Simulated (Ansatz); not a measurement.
# InSb: the cost of one run

Method: DFT PBEsol, all-electron LAPW, scalar-relativistic unless said, in Ansatz 0.2.0.

### Step 1. The starting structure

It takes space group F-43m (No. 216, cubic). The conventional cell has a = 6.520 Å, b = 6.520 Å, c = 6.520 Å, α = 90.00°, β = 90.00°, γ = 90.00°. Around In (site symmetry -43m) lie 4 Sb at 2.82 Å. Around Sb (site symmetry -43m) lie 4 In at 2.82 Å.

Coordinates:

```
In Sb
1.0
     0.00000    3.26010    3.26010
     3.26010    0.00000    3.26010
     3.26010    3.26010    0.00000
In Sb
1 1
Direct
  0.00000 0.00000 0.00000
  0.75000 0.75000 0.75000
```

Cartesian axes are those of the input's lattice vectors. The structure goes back to a database entry.

### Step 2. Reference run, LAPW

Input file input.yaml:

```yaml
crystal:
  lattice:
    - [0.0, 3.26009962114, 3.26009962114]
    - [3.26009962114, 0.0, 3.26009962114]
    - [3.26009962114, 3.26009962114, 0.0]
  atoms:
    - { symbol: In, position: [0.0, 0.0, 0.0] }
    - { symbol: Sb, position: [0.75, 0.75, 0.75] }
kpoints:
  mp_grid: { grid: [12, 12, 12] }
scf:
  occupations: { method: fermi_dirac, width: 0.1 }
hamiltonian:
  xc: pbesol
  pseudopotentials: { kind: all_electron, lapw: { basis_error: 0.001 } }
elastic:
  mode: relaxed_ion
  stencil: four_point
  amplitude: 0.003
```

Launch:

```console
$ ansatz run input.yaml --threads 1 --pin off --max-ram 2048MiB --backend cpu --events-out ev --progress --plain --runs-dir out
```

**Question.** How long does this run take on 1 thread of Intel Xeon Platinum 8259CL at 2.50GHz (Skylake/Cascade Lake), shared host, and how much memory does it need?

About 39 min, with a peak of 1.2 GiB.
